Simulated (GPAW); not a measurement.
Set up this calculation in GPAW 26.7.0, as an ASE script.

| Quantity | Value |
| --- | --- |
| Task | band structure |
| Functional | PBEsol |
| Potentials or basis | PAW data sets generated in the run's folder for this functional |
| Cutoff | 600 eV |
| Basis | pw |
| k mesh | 5 × 5 × 5 |
| Occupations | fermi-dirac, width 0.05 eV |
| Spin | collinear spin, ferromagnetic start |
| Starting moments | [0.0, 0.0, 0.0, 0.0, 0.0, 0.0, 2.0, 2.0] μB |
| Hubbard terms | V d U = 2 eV |
| Maxiter | 150 |
| Band path | GXMGRX,MR |
| Band points | 100 |

Crystal: VGe3.

```
Ge V
1.0
     4.76800    0.00000    0.00000
     0.00000    4.76800    0.00000
     0.00000    0.00000    4.76800
Ge V
6 2
Direct
  0.00000 0.50000 0.25000
  0.00000 0.50000 0.75000
  0.50000 0.25000 0.00000
  0.75000 0.00000 0.50000
  0.50000 0.75000 0.00000
  0.25000 0.00000 0.50000
  0.50000 0.50000 0.50000
  0.00000 0.00000 0.00000
```

The input as run:

run.py

```python
from ase import Atoms
from ase.dft.bandgap import bandgap
from ase.io import write
from ase.units import GPa
from gpaw import GPAW, PW, setup_paths

setup_paths.insert(0, '.')

atoms = Atoms(['Ge', 'Ge', 'Ge', 'Ge', 'Ge', 'Ge', 'V', 'V'],
              cell=[[4.768, 0.0, 0.0],
                    [0.0, 4.768, 0.0],
                    [0.0, 0.0, 4.768]],
              scaled_positions=[[0.0, 0.5, 0.25],
                                [0.0, 0.5, 0.75],
                                [0.5, 0.25, 0.0],
                                [0.75, 0.0, 0.5],
                                [0.5, 0.75, 0.0],
                                [0.25, 0.0, 0.5],
                                [0.5, 0.5, 0.5],
                                [0.0, 0.0, 0.0]],
              pbc=True)
atoms.set_initial_magnetic_moments([0.0, 0.0, 0.0, 0.0, 0.0, 0.0, 2.0, 2.0])

calc = GPAW(mode=PW(600),
            xc='PBEsol',
            kpts={'size': (5, 5, 5), 'gamma': True},
            occupations={'name': 'fermi-dirac', 'width': 0.05},
            setups={'V': ':d,2.0'},
            nbands=47,
            convergence={'density': 1e-05, 'energy': 1e-05},
            maxiter=150,
            txt='gpaw.txt')
atoms.calc = calc
energy = atoms.get_potential_energy()
forces = atoms.get_forces()
stress = atoms.get_stress()
calc.write('gs.gpw')
write('result.traj', atoms)
print(f'Energy: {energy:.6f} eV')
print('Forces (eV/A):')
print(forces.round(4))
print('Stress (GPa):', (stress / GPa).round(3))
print('Moments:', calc.get_magnetic_moments().round(3))
print('Fermi level:', round(calc.get_fermi_level(), 4), 'eV')
print(f'Gap: {bandgap(calc)[0]:.4f} eV, direct: {bandgap(calc, direct=True)[0]:.4f} eV')

path = atoms.cell.bandpath('GXMGRX,MR', npoints=100, eps=1e-4)
bs_calc = calc.fixed_density(kpts=path, symmetry='off', nbands=70,
                             convergence={'bands': 'CBM+6.0', 'eigenstates': 1e-6}, txt='bands.txt')
bs = bs_calc.band_structure()
bs.write('bs.json')
print(f'Gap on the path: {bandgap(bs_calc)[0]:.4f} eV')
```

Potentials or basis: PAW data sets generated in the run's folder for this functional, pw.

Run with:

```sh
$ gpaw-setup -f PBEsol Ge V
$ OMP_NUM_THREADS=1 python run.py
```

Results of the run:

```
Pressure                : 25.6 GPa
Band gap along the path : none (metal or under the smearing width)
Net moment              : 3.01 μB per cell
Site moments            : Ge -0.04; V +1.48 μB
```

Caveat: the U is typed as a test and isn't derived for this compound.

Wall time 4.8 min on 1 thread of AMD EPYC 9R45 96-Core Processor (Zen 5) (shared host), peak memory 1.2 GiB.
